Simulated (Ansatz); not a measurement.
Task: a relaxed scan of one distance of AlFHI, SMILES [F][AlH][I], with the Python package of Ansatz (0.2.0). Give the script and its output. Level of theory (for the species named): B3LYP, def2-SVP basis, multiplicity 1, D3BJ dispersion.

```xyz
4

F    -1.3884   -0.1417    1.0593
Al   -0.1789    0.0772   -0.0292
I     2.1421   -0.8343    0.1978
H    -0.5749    0.8988   -1.2279
```

`alfhi.py`
```python
import ansatz as az
import numpy as np


def main() -> None:
    mol = (
        az.Crystal.molecule()
        .atom('F', [-1.38836, -0.14167, 1.05927])
        .atom('Al', [-0.17886, 0.07721, -0.02919])
        .atom('I', [2.14214, -0.83434, 0.19777])
        .atom('H', [-0.57492, 0.8988, -1.22785])
    )

    base = (
        mol.calculation()
        .basis(gaussian='def2-SVP')
        .functional('b3lyp', dispersion='d3bj')
    )
    symbols = [site.symbol for site in mol.cartesian_sites]
    pairs = [(0, 1), (1, 2), (1, 3)]
    print('held (A)   E (eV)        ', '  '.join(f'{symbols[i]}{i}-{symbols[j]}{j}' for i, j in pairs))
    for length in [1.51, 1.64, 1.77, 1.97, 2.22]:
        rep = base.relax(constraints=[az.DistanceConstraint((0, 1), at=length)], force_tolerance=0.02, max_steps=60).run().report
        xyz = np.array(rep['positions_ang'])
        print(f'{length:6.2f} {rep["free_energy_ev"]:14.5f}  ', '  '.join(f'{np.linalg.norm(xyz[i] - xyz[j]):.3f}' for i, j in pairs))


if __name__ == '__main__':
    main()
```

```console
$ python alfhi.py
held (A)   E (eV)         F0-Al1  Al1-I2  Al1-H3
DeckWarning: relax.constraints: the input's atoms, or those drawn, lie off the distances that are held; a relaxation that starts there is brought onto them ahead of its first SCF, by positions alone, [...]
  1.51   -17432.83295   1.510  2.474  1.567
  1.64   -17433.29456   1.640  2.465  1.565
  1.77   -17433.15596   1.770  2.460  1.563
  1.97   -17432.42002   1.970  2.451  1.562
  2.22   -17431.25547   2.220  2.442  1.560
```
(Warnings from the package without file and line, shortened, repeats left out.)

Total energies depend on the basis set; only differences at equal settings carry meaning. The energies are electronic: no zero-point or thermal terms, and the basis set is short of its limit. def2 sets replace the cores of elements past krypton by effective core potentials. b3lyp holds the VWN-RPA fit, as in Gaussian; the form of ORCA and Turbomole is b3lyp5. It ran for 70 s on 1 thread of Arm Neoverse V1, on a shared host, peak memory 0.21 GiB.
